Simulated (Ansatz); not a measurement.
**CH3BClF: molecular dynamics**

Purpose: to follow the molecule's vibrations and see whether its bonds hold. The start is relaxed first. Runs: 300 steps of 0.5 fs under a Nosé-Hoover thermostat at 1000 K. SMILES of the start: CB(F)Cl.

Method: RKS B3LYP-D4/def2-SVP, in Ansatz 0.2.0.

## Step 1: The starting structure

Bond lengths: B1–F2 1.320 Å, B1–C3 1.600 Å, C3–H4 1.110 Å, C3–H5 1.110 Å, C3–H6 1.110 Å, B1–Cl7 1.860 Å. Angles: F2–B1–C3 120.0°, F2–B1–Cl7 120.0°, C3–B1–Cl7 120.0°, B1–C3–H4 109.5°, B1–C3–H5 109.5°, B1–C3–H6 109.5°, H4–C3–H5 109.4°, H4–C3–H6 109.4°, H5–C3–H6 109.4°.

Structure file:

```xyz
7

B     0.0000    0.0000    0.0000
F     0.0000    0.0000    1.3200
C     1.3856    0.0000   -0.8000
H     1.7152   -1.0462   -0.9702
H     1.2491    0.5080   -1.7774
H     2.1552    0.5381   -0.2082
Cl   -1.6108    0.0000   -0.9300
```

## Step 2: Preparing the start

Contents of input.yaml:

```yaml
crystal:
  periodic: [false, false, false]
  atoms:
    - { symbol: B, position_ang: [0.0, 0.0, 0.0] }
    - { symbol: F, position_ang: [0.0, 0.0, 1.32] }
    - { symbol: C, position_ang: [1.3856, 0.0, -0.8] }
    - { symbol: H, position_ang: [1.7152, -1.0462, -0.9702] }
    - { symbol: H, position_ang: [1.2491, 0.508, -1.7774] }
    - { symbol: H, position_ang: [2.1552, 0.5381, -0.2082] }
    - { symbol: Cl, position_ang: [-1.6108, 0.0, -0.93] }
basis:
  gaussian: { orbitals: def2-SVP }
hamiltonian:
  xc: b3lyp
  dispersion: d4
relax:
  f_tol: 0.02
  max_steps: 40
output:
  orbitals: {}
```

Run with:

```console
ansatz run input.yaml --threads 1 --pin off --max-ram 2048MiB --backend cpu --events-out ev --progress --plain --runs-dir out
```

The runs that follow: The run.

What does the calculation give? Wanted: relaxation of the start; temperature, first and last step; temperature, second half; potential energy, second half; largest change of the conserved energy; bonds formed or broken.

As calculated:

| quantity | value |
| --- | --- |
| relaxation of the start | 4 moves, 0.131 eV lower |
| length | 300 steps of 0.5 fs |
| temperature, first and last step | 1000 and 830 K |
| temperature, second half | mean 836 K, from 507 to 1346 K |
| potential energy, second half | +53 meV/atom from the start |
| largest change of the conserved energy | 0.99 meV/atom |
| bonds formed or broken | 0 |

Against a set 1000 K the second half averages 836 K with a spread of 184 K. The conserved energy strays from its start by at most 0.99 meV/atom, 1.5 % of the mean kinetic energy, which is good for a step of 0.5 fs. No bond forms or breaks. 150 fs on 7 atoms is far too short and small for converged averages. The nuclei move classically, without zero-point motion, which matters most for hydrogen.
